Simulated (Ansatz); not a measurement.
# SiGeF (sextet): trial inputs and their diagnosis

3 inputs are run for SiGeF (sextet) as typed; the log has to tell whether the result can be used and what must change.

The runs use Ansatz 0.2.0, Gaussian basis; the settings change from run to run.

39 further runs of the same task are left out: 10 for a known fault of the program, 14 that didn't finish, 15 set aside as unsound or not needed.

## Step 1: The geometry

The geometry is a PBE0/def2-TZVP stationary point (not a proven minimum) of the parent state, kept for this charge and spin. No spin-orbit coupling is included. The filled d shell of Ge may be among the frozen orbitals whatever the setting's name suggests; the logs give the count.

3 atoms, charge 0, spin multiplicity 6.

Atoms are counted from 1 here; the program's logs count them from 0.

Bond lengths: F1–Ge2 1.759 Å, Ge2–Si3 2.416 Å. Angles: F1–Ge2–Si3 106.7°.

## Step 2: Attempt 1

in.yaml reads:

```yaml
crystal:
  periodic: [false, false, false]
  atoms:
    - {symbol: F, position_ang: [0.000000, -1.068183, 1.360686]}
    - {symbol: Ge, position_ang: [0.000000, 0.397053, 0.388067]}
    - {symbol: Si, position_ang: [0.000000, -0.304362, -1.924126]}
basis:
  gaussian: {orbitals: def2-SVP}
magnetization: {spin_polarized: false, initial_magnetization: 5}
correlation: {method: sc_nevpt2, electrons: outside_noble_gas, active_space: {window: {electrons: 7, orbitals: 7}, states: [{multiplicity: 6, irrep: Sigma, weights: [1]}]}}
scf: {lower_state_search: light}
```

Started as:

```
$ ansatz run in.yaml --threads 1 --pin off --events-out ev --progress --plain --max-ram 2393MiB
```

The program printed:

```text
Functional definition: HF
  name "HF"
  cite "Fock, Z. Phys. 61, 126 (1930) doi:10.1007/BF01340294"
  parent pbe
  exchange = exact_x
  correlation = 0
the irreps are read with x along [0.000, 1.000, 0.000], y along [0.000, 0.000, 1.000] and z along [1.000, 0.000, 0.000] of the geometry given
1002 factors; integrals over basis functions are off by at most 1.9e-7 eV
mean field evaluation 1: about -67023.4352 eV, gradient 2.5e1 eV
mean field evaluation 2: about -67023.4554 eV, gradient 2.5e1 eV
mean field evaluation 4: about -67025.7227 eV, gradient 3.0e0 eV
mean field evaluation 8: about -67025.8673 eV, gradient 4.2e-1 eV
mean field -67025.87202424 eV, -2463.1553651230 hartree, gradient 7.7e-6 eV, S^2 8.750000; 0 other end points of the search recorded, 0 dependent functions left out
reference -67025.87202424 eV, -2463.1553651230 hartree; 30, 25 occupied and 34, 39 virtual orbitals, 1002 factors
Error: the irrep Sigma is not accepted for these orbitals, which take A', A'', or 1 to 2
```

Wall time 1.2 s (1 thread of Arm Neoverse V2, shared host).

What is wrong: The run stopped with an error. The symmetry label isn't in the molecule's group. Fix: name an irrep that the log lists.

## Step 3: Attempt 2

in.yaml reads:

```yaml
crystal:
  periodic: [false, false, false]
  atoms:
    - {symbol: F, position_ang: [0.000000, -1.068183, 1.360686]}
    - {symbol: Ge, position_ang: [0.000000, 0.397053, 0.388067]}
    - {symbol: Si, position_ang: [0.000000, -0.304362, -1.924126]}
basis:
  gaussian: {orbitals: cc-pVDZ}
magnetization: {spin_polarized: true, initial_magnetization: 9}
correlation: {method: ccsd, electrons: outside_noble_gas}
output: {forces: true}
```

Same command.

The program printed (excerpt; [...] marks lines left out):

```text
Functional definition: HF
  name "HF"
  cite "Fock, Z. Phys. 61, 126 (1930) doi:10.1007/BF01340294"
  parent pbe
[...]
645 factors; integrals over basis functions are off by at most 6.8e-4 eV
[...]
mean field -67021.37201918 eV, -2462.9899929873 hartree, gradient 2.7e-6 eV, S^2 24.756186; 10 other end points of the search recorded, 0 dependent functions left out
determinant -67021.37201918 eV, -2462.9899929873 hartree, with singles and doubles -67027.10770637 eV, -2463.2007756037 hartree
determinant -67021.36528459 eV, -2462.9897454956 hartree, with singles and doubles -67027.09596855 eV, -2463.2003442467 hartree
determinant -67019.77670972 eV, -2462.9313664458 hartree, with singles and doubles -67025.42964942 eV, -2463.1391081482 hartree
determinant -67021.37201918 eV, -2462.9899929873 hartree, with singles and doubles -67027.10791382 eV, -2463.2007832272 hartree
determinant -67021.36528459 eV, -2462.9897454956 hartree, with singles and doubles -67027.09616396 eV, -2463.2003514278 hartree
20 core orbitals not correlated, not the lowest: weight in the atoms' cores, before any rotation towards them, 0.785 or more for the frozen orbitals, at most 0.214 for the correlated occupied ones
reference -67021.37201918 eV, -2462.9899929873 hartree; 12, 3 occupied and 27, 36 virtual orbitals, 645 factors
second order -5.10371845 eV of doubles, -0.00000000 eV of singles
cycle   1  -5.73589156 eV  change    3.1e-6 eV  update   2.0e-6
[...]
cycle   4  -5.73589007 eV  change  -1.5e-10 eV  update   1.5e-9
[...]
Total energy: -67027.10790926 eV, -2463.2007830596 hartree
Atom 0 at     0.000000    -1.068183     1.360686 Å, force    -0.000000    -9.406704     6.287739 eV/Å
Atom 1 at     0.000000     0.397053     0.388067 Å, force    -0.000000    11.875999     1.943289 eV/Å
Atom 2 at     0.000000    -0.304362    -1.924126 Å, force     0.000000    -2.469295    -8.231028 eV/Å
Dipole moment:     0.000000    -0.384745     0.358492 e Å
```

Wall time 21 s (1 thread of Arm Neoverse V2, shared host).

What is wrong: The run converged, which proves nothing about the input. Far too many unpaired electrons are asked for. Its energy belongs to the state of multiplicity 10, not to the sextet that was meant. To mend it, set initial_magnetization to that of the wanted state.

## Step 4: Attempt 3

in.yaml reads:

```yaml
crystal:
  periodic: [false, false, false]
  atoms:
    - {symbol: F, position_ang: [0.050000, 0.697053, 0.388067]}
    - {symbol: Ge, position_ang: [0.000000, 0.397053, 0.388067]}
    - {symbol: Si, position_ang: [0.000000, -0.304362, -1.924126]}
basis:
  gaussian: {orbitals: cc-pVDZ}
magnetization: {spin_polarized: false, initial_magnetization: 5}
correlation: {method: ccsd, electrons: valence}
scf: {lower_state_search: off}
output: {forces: true}
```

The command is unchanged.

The program printed (excerpt; [...] marks lines left out):

```text
Functional definition: HF
  name "HF"
  cite "Fock, Z. Phys. 61, 126 (1930) doi:10.1007/BF01340294"
  parent pbe
[...]
654 factors; integrals over basis functions are off by at most 6.0e-4 eV
[...]
a density is far from that of the atoms, so the factors are made again for it
761 factors; integrals over basis functions are off by at most 7.4e-5 eV
[...]
mean field -64436.48867761 eV, -2367.9972822814 hartree, gradient 2.6e-10 eV, S^2 8.750000; 1 other end points of the search recorded, 0 dependent functions left out
15 core orbitals not correlated, not the lowest: weight in the atoms' cores, before any rotation towards them, 0.762 or more for the frozen orbitals, at most 0.230 for the correlated occupied ones
reference -64436.48867761 eV, -2367.9972822814 hartree; 15, 10 occupied and 29, 34 virtual orbitals, 761 factors
second order -7.04292430 eV of doubles, -0.08546043 eV of singles
cycle   1  -7.53298631 eV  change   -4.0e-1 eV  update   6.5e-2
[...]
cycle   4  -7.74874033 eV  change   5.4e-10 eV  update   2.4e-9
[...]
Total energy: -64444.23741794 eV, -2368.2820432364 hartree
Atom 0 at     0.050000     0.697053     0.388067 Å, force  3396.950335 20381.924322     0.732850 eV/Å
Atom 1 at     0.000000     0.397053     0.388067 Å, force -3396.934487 -20381.013600     1.955872 eV/Å
Atom 2 at     0.000000    -0.304362    -1.924126 Å, force    -0.015848    -0.910722    -2.688722 eV/Å
Dipole moment:     0.030613     0.539527     1.173040 e Å
Checks for a lower state left out: starts, cluster_reference, orbital_swaps, neighbouring_geometries, increment
```

It took 31 s on 1 thread of Arm Neoverse V2, shared host.

What is wrong: The run converged, which proves nothing about the input. One atom lies on top of another. The shortest distance is 0.30 Å, against 1.76 Å in the geometry of step 1. Its energy belongs to another geometry. Cure: restore its position.

## Step 5: How the runs ended

| attempt | level | ended | cause | time |
| --- | --- | --- | --- | --- |
| 1 | NEVPT2(7,7)/def2-SVP | stopped by an error | the symmetry label isn't in the molecule's group | 1.2 s |
| 2 | CCSD on UHF/cc-pVDZ | converged | far too many unpaired electrons are asked for | 21 s |
| 3 | CCSD on ROHF/cc-pVDZ | converged | one atom lies on top of another | 31 s |

1 stopped by an error, 2 converged. The input that converges on a wrong geometry or spin is the dangerous one: no error points at it, so geometry and ⟨S²⟩ have to be checked.
